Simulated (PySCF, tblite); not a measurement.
# C₄H₁₁GeO radical: geometry, infrared bands and EPR parameters

Aim: predict the infrared bands and EPR parameters of C₄H₁₁GeO radical (`CC[CH][O][GeH2][CH3]`).

Programs: tblite 0.8.0 and PySCF 2.14.0, with density-fitted response routines of our own. Each step states its level of theory. These are calculated values for one molecule in the gas phase, unless marked as measured. Atoms are numbered from 0 throughout.

## 1. Starting geometry

17 atoms, charge 0, multiplicity 2; geometry from: force field or distance geometry start.

Bonds of the start (Å): C0–C1 1.51, C1–C2 1.51, C2–O3 1.40, O3–Ge4 1.76, Ge4–C5 1.96, C0–H6 1.10, C0–H7 1.11, C0–H8 1.10, C1–H9 1.12, C1–H10 1.11, C2–H11 1.11, Ge4–H12 1.55, Ge4–H13 1.54, C5–H14 1.11, C5–H15 1.10, C5–H16 1.11.

## 2. Relaxing the molecule with GFN2-xTB

Job settings and geometry (Å):

```
{"job": {"kind": "relax", "xc": "GFN2-xTB", "basis": "xTB"}, "charge": 0, "multiplicity": 2}
C      2.441200    -0.040400    -0.646100
C      2.043500     0.076100     0.808000
C      0.755500    -0.703300     0.933300
O     -0.259200     0.232700     0.685600
Ge    -1.858800    -0.444900     0.396100
C     -2.820100     0.873200    -0.697700
H      3.406500     0.479500    -0.781600
H      1.646400     0.361500    -1.314200
H      2.535900    -1.114700    -0.874100
H      1.794200     1.138100     1.041500
H      2.834200    -0.319300     1.483700
H      0.674100    -1.488900     0.151300
H     -1.769000    -1.812000    -0.318300
H     -2.584700    -0.616100     1.748800
H     -2.600600     1.866100    -0.240500
H     -3.903000     0.677600    -0.686200
H     -2.343100     0.846800    -1.699500
```

On the command line:

```
OMP_NUM_THREADS=1 python probes_run.py task.json out
```

The driver reads the jobs from task.json and runs them one after another.

Standard output:

```text
step      E/eV     max force
  0    -546.40177    2.013
  1    -546.56313    1.049
  2    -546.69775    0.953
  3    -546.75248    0.586
  4    -546.80028    0.435
  5    -546.82850    0.395
  6    -546.86030    0.479
  7    -546.88512    0.407
  8    -546.90611    0.302
  9    -546.92162    0.241
 10    -546.93411    0.254
 11    -546.94533    0.247
 12    -546.95690    0.263
 13    -546.96815    0.241
 14    -546.97698    0.193
 15    -546.98308    0.201
 16    -546.98800    0.161
 17    -546.99220    0.147
 18    -546.99543    0.120
 19    -546.99757    0.100
 20    -546.99915    0.089
 21    -547.00084    0.127
 22    -547.00267    0.124
 23    -547.00421    0.081
 24    -547.00532    0.075
 25    -547.00628    0.078
 26    -547.00733    0.099
 27    -547.00845    0.074
 28    -547.00948    0.081
 29    -547.01043    0.090
 30    -547.01152    0.121
 31    -547.01312    0.120
 32    -547.01493    0.118
 33    -547.01650    0.085
 34    -547.01757    0.064
 35    -547.01859    0.099
 36    -547.01966    0.120
 37    -547.02075    0.113
 38    -547.02138    0.051
 39    -547.02164    0.038
 40    -547.02181    0.039
 41    -547.02201    0.053
 42    -547.02220    0.042
 43    -547.02238    0.041
 44    -547.02255    0.029
 45    -547.02271    0.040
 46    -547.02286    0.041
 47    -547.02299    0.027
 48    -547.02308    0.022
 49    -547.02316    0.020
 50    -547.02322    0.022
 51    -547.02328    0.018
 52    -547.02331    0.012
 53    -547.02334    0.010
 54    -547.02337    0.012
 55    -547.02340    0.014
 56    -547.02343    0.016
 57    -547.02346    0.016
 58    -547.02349    0.011
 59    -547.02351    0.009
```

Wall time 0.36 s (1 thread of Arm Neoverse V1, shared host).

Step by step: (not every step is listed)

```
step  energy from step 0 (eV)  largest force (eV/Å)
   0                   0.0000                2.0131
   1                  -0.1614                1.0487
   2                  -0.2960                0.9525
   3                  -0.3507                0.5860
   4                  -0.3985                0.4349
   5                  -0.4267                0.3954
   6                  -0.4585                0.4789
   7                  -0.4833                0.4074
   8                  -0.5043                0.3022
  12                  -0.5551                0.2628
  16                  -0.5862                0.1614
  20                  -0.5974                0.0889
  24                  -0.6035                0.0751
  28                  -0.6077                0.0808
  32                  -0.6132                0.1182
  36                  -0.6179                0.1200
  40                  -0.6200                0.0387
  44                  -0.6208                0.0291
  48                  -0.6213                0.0222
  52                  -0.6215                0.0120
  54                  -0.6216                0.0116
  55                  -0.6216                0.0136
  56                  -0.6217                0.0164
  57                  -0.6217                0.0158
  58                  -0.6217                0.0110
  59                  -0.6217                0.0095
```

Distances of close pairs at the start and the end, largest changes first:

```
   bond  before (Å)  after (Å)  change (Å)
  C2–O3       1.403      1.364      -0.039
Ge4–H13       1.545      1.514      -0.031
 C2–H11       1.111      1.081      -0.030
  C0–C1       1.512      1.541      +0.029
Ge4–H12       1.545      1.517      -0.028
 C5–H14       1.115      1.087      -0.028
  C1–C2       1.511      1.484      -0.027
  C0–H7       1.113      1.087      -0.026
```

The final coordinates are the input of the step that follows.

## 3. Harmonic vibrations with GFN2-xTB

Job settings and geometry (Å):

```
{"job": {"kind": "ir", "xc": "GFN2-xTB", "basis": "xTB"}, "charge": 0, "multiplicity": 2}
C      2.572179     0.016527    -0.708050
C      2.043767     0.076305     0.737834
C      0.748377    -0.630343     0.895096
O     -0.357537     0.043944     0.468652
Ge    -2.029231    -0.514614     0.356620
C     -2.862048     0.924093    -0.682775
H      3.515788     0.551475    -0.789757
H      1.850790     0.472578    -1.381536
H      2.727198    -1.016430    -1.010842
H      1.909837     1.123956     1.014286
H      2.781846    -0.373654     1.405639
H      0.718965    -1.711005     0.875492
H     -2.018421    -1.881826    -0.300158
H     -2.563853    -0.689167     1.761873
H     -2.667794     1.880533    -0.203968
H     -3.936292     0.787179    -0.763663
H     -2.440570     0.952480    -1.684652
```

Standard output:

```text
mode    cm-1     km/mol
  1      26.4      0.20
  2      38.5      1.44
  3      89.0      0.51
  4      94.7      0.58
  5     103.6      3.02
  6     191.5      3.20
  7     222.0      1.77
  8     264.5      7.56
  9     367.0     19.58
 10     403.9     44.68
 11     529.9     52.71
 12     560.6     71.51
 13     580.0     36.63
 14     592.4     31.96
 15     674.8    176.14
 16     793.1    155.83
 17     802.5    118.92
 18     821.9      6.11
 19     835.5    205.22
 20     937.2      6.24
 21    1017.7     14.72
 22    1046.7     39.93
 23    1131.8      6.49
 24    1210.8     90.72
 25    1239.8      4.25
 26    1293.0     34.67
 27    1319.2     10.79
 28    1335.4     72.25
 29    1390.9      1.82
 30    1446.3      1.23
 31    1448.3      0.52
 32    1460.1      1.05
 33    1495.3      2.64
 34    1500.9      2.45
 35    1858.4    257.67
 36    1897.4    592.64
 37    2965.3     38.77
 38    2977.2     18.18
 39    3013.2     18.56
 40    3015.9     13.92
 41    3017.4     51.23
 42    3023.6     59.20
 43    3029.8     23.72
 44    3035.5     56.18
 45    3040.9     27.89
```

It took 0.5 s on 1 thread of Arm Neoverse V1, shared host.

The strongest bands and the atoms that carry them (share of the mass-weighted mode):

```
cm⁻¹  km/mol                                  atoms
 675   176.1                     H12 40 %, H13 33 %
 793   155.8            H15 35 %, H14 29 %, C5 16 %
 802   118.9  H16 42 %, H14 18 %, C5 17 %, H15 10 %
 836   205.2                     H12 50 %, H13 47 %
1211    90.7             H11 36 %, O3 27 %, C2 22 %
1335    72.2    C2 30 %, H11 28 %, H9 22 %, C1 11 %
1858   257.7                     H12 71 %, H13 28 %
1897   592.6                     H13 71 %, H12 27 %
```

## 4. g tensor and hyperfine couplings: B3LYP/def2-TZVP-core+pcH-1

Settings changed since step 3:

```diff
@@ -1,2 +1,2 @@
-{"job": {"kind": "ir", "xc": "GFN2-xTB", "basis": "xTB"}, "charge": 0, "multiplicity": 2}
+{"job": {"kind": "epr", "basis": "pcH-1"}, "charge": 0, "multiplicity": 2}
 C      2.572179     0.016527    -0.708050
```

Method: UKS B3LYP, def2-TZVP-core on Ge, pcH-1 on C H O, non-relativistic, mean-field spin-orbit, GIAO.

Standard output:

```text
UKS, coarse grid
  cycle   1  E = -2311.13773858  |g| = 1.43e+00
  cycle   2  E = -2310.79161247  |g| = 1.37e+00
  cycle   3  E = -2311.20966456  |g| = 5.93e-01
  cycle   4  E = -2311.31486901  |g| = 1.82e-01
  cycle   5  E = -2311.32327286  |g| = 3.99e-02
  cycle   6  E = -2311.32381349  |g| = 5.64e-03
  cycle   7  E = -2311.32382953  |g| = 2.08e-03
  cycle   8  E = -2311.32383005  |g| = 5.15e-04
UKS, final grid
  cycle   1  E = -2311.32386730  |g| = 4.88e-04
  cycle   2  E = -2311.32386721  |g| = 6.76e-04
  cycle   3  E = -2311.32386740  |g| = 1.10e-04
  cycle   4  E = -2311.32386741  |g| = 5.28e-05
  cycle   5  E = -2311.32386741  |g| = 1.23e-05
E = -2311.32386741 Eh   <S^2> = 0.7534 (exact 0.7500)
g shifts (ppm)      1          2          3
  rmc          -189       -189       -189
  gc             -3         48         32
  oz_so         -74        203       2237
  total        -265         63       2080
hyperfine (MHz)  atom isotope    a_iso     a_fc   dipolar eigenvalues
    0   13C      74.81      74.82     -5.28     -5.18     10.46
    1   13C     -20.10     -20.10     -2.05     -1.35      3.40
    2   13C     151.66     151.73    -77.18    -75.61    152.78
    3   17O     -17.36     -17.49    -56.11     26.95     29.16
    4  73Ge       0.87       0.87     -0.68      0.20      0.49
    5   13C      -0.46      -0.46     -0.33     -0.14      0.47
    6    1H      13.05      13.05     -3.36     -1.60      4.96
    7    1H      -4.17      -4.17     -4.61     -1.50      6.11
    8    1H      -2.59      -2.60     -4.94     -2.01      6.94
    9    1H      25.34      25.34     -5.25     -4.46      9.71
   10    1H      24.09      24.08     -5.80     -4.39     10.19
   11    1H     -39.00     -39.01    -35.27     -1.23     36.50
   12    1H       3.22       3.22     -2.06     -1.92      3.98
   13    1H       6.19       6.19     -2.21     -1.91      4.12
   14    1H       0.23       0.23     -1.19     -1.06      2.26
   15    1H      -0.22      -0.22     -0.68     -0.59      1.28
   16    1H       0.86       0.86     -1.14     -1.05      2.19
```

Wall time 2.9 min (1 thread of Arm Neoverse V1, shared host); peak memory 1.3 GiB.

Principal g values 2.00205, 2.00238, 2.00440; g(iso) = 2.00295, against 2.00232 for a free electron.

Hyperfine couplings; where a row names several nuclei, a(iso) is their mean (it holds for fast rotation or exchange) and the dipolar term the largest among them:

```
       nuclei  isotope  a(iso) (MHz)  a(iso) (G, at g = 2.0023)  largest dipolar term (MHz)
           C2      13C         151.7                       54.1                       152.8
           C0      13C          74.8                       26.7                        10.5
          H11       1H         -39.0                      -13.9                        36.5
      H9, H10       1H          24.7                        8.8                        10.2
           C1      13C         -20.1                       -7.2                         3.4
           O3      17O         -17.4                       -6.2                       -56.1
     H12, H13       1H           4.7                        1.7                         4.1
   H6, H7, H8       1H           2.1                        0.7                         6.9
          Ge4     73Ge           0.9                        0.3                        -0.7
           C5      13C          -0.5                       -0.2                         0.5
H14, H15, H16       1H           0.3                        0.1                         2.3
```

Mulliken spin populations:

C0 0.04; C1 -0.06; C2 0.91; O3 0.11; Ge4 0.00; C5 0.00; H6 0.01; H7 -0.01; H8 0.00; H9 0.01; H10 0.01; H11 -0.03; H12 0.00; H13 0.01; H14 0.00; H15 0.00; H16 0.00

In first order the couplings over 0.8 MHz of 1H give 72 distinct lines over 37.1 G, if the averaged nuclei exchange fast.

Orbitals, density, ELF and potential are computed afterwards from the orbital file.

ELF in a plane through or near 5 of the atoms.

Ten even steps from ' ' (0.00) to '@' (1.00):
```
                                                        
                                                        
                                                        
                                    ....                
            ..    ::**++..        ::####==              
        ..##@@++::##@@@@%%      ..##@@@@@@..            
        --@@@@@@**%%@@@@%%        ##@@@@@@--====..      
        ==@@@@@@++##@@@@--        --@@@@####@@@@++      
        ..++##**++::++..  ::++::  ::****++@@@@@@%%      
          ..::==++**--    ==##++..::**%%**%%@@@@**      
              ::====::--====##**::::::==++--++++..      
                ..::--****==**++..##**..::              
              ....  --%%%%==..::..----..::              
                    **@@@@##    ::::::--::              
                    **@@@@##    ..--==++--              
                    ::####--      ..----::              
                      ....          ......              
                                                        
                                                        
                                                        
```
The map spans 13.2 Å across and 9.2 Å up, centred on the molecule. Atoms in the plane (x, y in Å): C0 (-2.5, 0.8), Ge4 (2.0, -0.8), H7 (-1.7, 1.5), H11 (-0.9, -1.7), H16 (2.6, 1.6).

log10 of the density (e/Å³) in the same plane.

Ten even steps from '0' (-4.0) to '9' (1.3):
```
0000000000000000000000000000
0000000000000000000000000000
0000000111110000001111000000
0000012222221000122322100000
0000123334432101234443210000
0001245555654212346664432100
0001356667764322357775543100
0002356777765333457776653200
0002356798654555556777754200
0001245677655666667776653200
0000234666666677677765542100
0000134556677777799764432000
0000023445677666688654310000
0000022344677655666653210000
0000012233567544556543210000
0000000122445433344442100000
0000000011233322233332100000
0000000000122111122221000000
0000000000000000001000000000
0000000000000000000000000000
```
The map spans 13.2 Å across and 9.2 Å up, centred on the molecule. Atoms in the plane (x, y in Å): C0 (-2.5, 0.8), Ge4 (2.0, -0.8), H7 (-1.7, 1.5), H11 (-0.9, -1.7), H16 (2.6, 1.6).

On the surface of density 0.002 e/bohr³ the electrostatic potential runs, from the 1st to the 99th percentile, from -1.10 V near O3 to 1.23 V near H13.

The spin density lies nearest to C2 62 %; O3 15 %; H11 9 %.

## 5. Results

| quantity | value |
| --- | --- |
| strongest single infrared mode (GFN2-xTB) | 1897 cm⁻¹, 593 km/mol |
| zero-point energy (GFN2-xTB) | 83.1 kcal/mol |
| g(iso) (B3LYP) | 2.00295 |
| ⟨S²⟩ | 0.753 (exact 0.75) |
| largest a(iso) (averaged by class) | 13C on C2, 151.7 MHz |
| surface potential, 1st and 99th percentile | -1.10 V and 1.23 V |

**Reading.** Relaxing lowered the energy by 0.622 eV in 59 steps; the close pair that moved most is C2–O3, from 1.403 to 1.364 Å. No mode is imaginary among the 45: a minimum at this level. The strongest single mode, at 1897 cm⁻¹, moves mainly H13. GFN2-xTB is a fitted tight-binding method: band positions and strengths are rough. Its intensities can rank the bands wrongly. Most of the unpaired spin sits on C2 (0.91 e). The isotropic g lies 0.6 ppt above the free-electron value. The hyperfine terms hold no scalar relativity, which the heavier nuclei need.
